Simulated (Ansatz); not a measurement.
Write a Python script for Ansatz 0.2.0 through its Python package that makes a comparison of norm-conserving and PAW potentials of Nb3Pd, space group Cmmm. Settings (first run): LDA, PAW, the default cutoff (420 eV here), 9×9×3 k-points, Methfessel-Paxton smearing of 0.15 eV.

```yaml
crystal:
  lattice:
    - [1.72259, -2.21736, 0.00000]
    - [1.72259, 2.21736, 0.00000]
    - [0.00000, 0.00000, 9.07671]
  atoms:
    - { symbol: Nb, position: [0.50000, 0.50000, 0.76021] }
    - { symbol: Nb, position: [0.00000, 0.00000, 0.50000] }
    - { symbol: Nb, position: [0.50000, 0.50000, 0.23979] }
    - { symbol: Pd, position: [0.00000, 0.00000, 0.00000] }
```

`nc_paw_nb3pd.py`
```python
# -*- coding: utf-8 -*-
"""Two kinds of potentials on Nb3Pd."""

import ansatz
import numpy as np

MESH = (9, 9, 3)
SMEARING_WIDTH = 0.15


def count_gap(report):
    # lowest empty less highest filled band, counting bands; zero where they overlap
    return max(report.get("gap_by_band_count_ev") or 0.0, 0.0)


def main():
    cell = (
        ansatz.Lattice.from_parameters(3.4451849, 4.43472494, 9.07671397, alpha=90, beta=90, gamma=90)
        .space_group(65, hermann_mauguin="Cmmm")
        .atom("Nb", [0.5, 0.0, 0.7602057])
        .atom("Nb", [0.0, 0.0, 0.5])
        .atom("Pd", [0.0, 0.0, 0.0])
        .primitive()
    )

    job = (
        cell.calculation()
        .functional(ansatz.Functional.LDA)
        .kpoints(*MESH)
        .occupations(ansatz.OccupationsMethod.METHFESSEL_PAXTON, width=SMEARING_WIDTH)
        .stress()
        .forces()
        .band_table()
    )
    variants = {
        "PAW": job.pseudopotentials("paw"),
        "norm-conserving": job.pseudopotentials("nc"),
    }
    # totals differ by the cores that each treatment holds, so compare what does not depend on them
    rows = []
    for label, variant in variants.items():
        summary = variant.run().report
        levels = np.array(summary["eigenvalues_ev"][0]) - summary["fermi_energy_ev"]
        print(label, "levels at the first k-point near E_F:", np.round(levels[np.abs(levels) < 5], 3))
        rows.append((label, summary["n_electrons"], np.trace(summary["stress_gpa"]) / 3, float(np.abs(summary["forces_ev_ang"]).max()), count_gap(summary)))
    print("     treatment  electrons in bands           P GPa  max force component eV/A  gap by band count eV")
    for row in rows:
        print(f"{str(row[0]):>14s}  {row[1]:18.1f}  {row[2]:14.3f}  {row[3]:24.4f}  {row[4]:20.3f}")


if __name__ == "__main__":
    main()
```

`python nc_paw_nb3pd.py` gives:
```text
DeckWarning: basis.ecutwfc = 420 eV, auto-derived from the records' recommended cutoffs: set by Nb (normal level)
PAW levels at the first k-point near E_F: [-4.315 -4.241 -4.114 -2.705 -2.026 -1.989 -1.901 -1.622 -1.556 -0.655
 -0.255  0.47   1.433  2.07   2.416  2.88   3.189]
DeckWarning: basis.ecutwfc = 1115.666836 eV, auto-derived from the records' recommended cutoffs: set by Nb (normal level)
norm-conserving levels at the first k-point near E_F: [-4.321 -4.247 -4.119 -2.708 -2.029 -1.989 -1.902 -1.621 -1.556 -0.654
 -0.254  0.47   1.435  2.068  2.421  2.879  3.19 ]
     treatment  electrons in bands           P GPa  max force component eV/A  gap by band count eV
           PAW                57.0         -11.209                    0.0739                 0.000
norm-conserving                57.0         -11.127                    0.0782                 0.000
```
(Warnings from the package without file and line.)

PAW gives -11.209 GPa and norm-conserving -11.127 GPa, 0.08 GPa apart. They took 5.8 and 47.0 s of processor time.

What to keep in mind:
- Total energies depend on the potentials; only differences at equal settings carry meaning. A total without «per atom» is that of the whole cell that was run.
- The run is spin-unpolarised.
- The computed bands are complete only to about 1.8 eV above the Fermi level.
- The mesh is modest for a metal, so energies can be off by several to tens of meV an atom and pressures by half a GPa or more; differences at equal mesh fare better.
- A gap by band count of zero or less means overlapping bands, a metal, and at an odd count of electrons it is no gap at all.
- At these settings the cell as given stands under about -11 GPa, so it isn't at this functional's equilibrium volume.
- This cell is a computed structure, which may not be the phase found in nature.
- Levels are Kohn-Sham eigenvalues on this mesh, without spin-orbit coupling.
- Stress is positive in compression.
- Finished in 54 s on 1 thread of Arm Neoverse V1, on a shared host, peak memory 0.63 GiB.
